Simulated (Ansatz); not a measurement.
# Tc3Sn: the cost of one run

All numbers are computed with the Python package of Ansatz 0.2.0. Level of theory: DFT PBE, plane waves, PAW.

## (1) The system

The structure is hexagonal, space group P-6m2 (No. 187). Conventional cell: a = 2.942 Å, b = 2.942 Å, c = 8.633 Å, α = 90.00°, β = 90.00°, γ = 120.00°. Tc (site symmetry -6m2) has 12 Tc at 2.67 to 2.94 Å as nearest neighbours. Tc (site symmetry 3m) has 9 Tc at 2.67 to 2.94 Å and 3 Sn at 2.83 Å as nearest neighbours. Sn (site symmetry -6m2) is surrounded by 6 Tc at 2.83 Å and 6 Sn at 2.94 Å.

No structure file is read: the coordinates are typed or built in the script.

## (2) The script

File kconv_tc3sn.py:

```python
"""k-point test for Tc3Sn."""

import ansatz as az
import matplotlib.pyplot as plt

params = {
    "width_ev": 0.05,
}

structure = (
    az.Lattice.from_parameters(2.941587, 2.941587, 8.633447, alpha=90, beta=90, gamma=120)
    .space_group(187)
    .atom("Tc", (0.0, 0.0, 0.5))
    .atom("Tc", (1 / 3, 2 / 3, 0.261782))
    .atom("Sn", (0.0, 0.0, 0.0))
)

base = (
    structure.calculation()
    .functional(az.Functional.PBE)
    .occupations(az.OccupationsMethod.FERMI_DIRAC, width=params["width_ev"])
    .pseudopotentials("paw")
)

rows = []
for value in [(3, 3, 1), (4, 4, 2), (5, 5, 2), (7, 7, 2), (9, 9, 3), (11, 11, 4)]:
    rep = base.kpoints(*value).run(threads=1).report
    rows.append((value, rep["free_energy_ev"] / len(rep["lattice"]["sites"]), rep["n_iterations"], rep["n_kpoints"]))

print("        mesh   F/atom (eV)    iterations      k-points")
for row in rows:
    print(f"{str(row[0]):>12s}  {row[1]:12.5f}  {row[2]:12d}  {row[3]:12d}")

# differences from the last row
for row in rows[:-1]:
    shift = 1000 * (row[1] - rows[-1][1])
    print(f"{row[0]}: {shift:+.2f} meV/atom" + ("  (within 5 meV)" if abs(shift) < 5 else ""))
plt.figure(figsize=(4.5, 3))
plt.plot([str(row[0]) for row in rows], [1000 * (row[1] - rows[-1][1]) for row in rows], "o-")
plt.xlabel("mesh")
plt.ylabel("F - F(last) (meV/atom)")
plt.tight_layout()
plt.savefig("kconv.png", dpi=100)
```

## (3) The run

On the command line:

```bash
$ python kconv_tc3sn.py
```

**Question.** How long does this script take on 1 thread of Arm Neoverse V2, shared host, and how much memory does it need?

About 26 s, with a peak of 0.47 GiB.
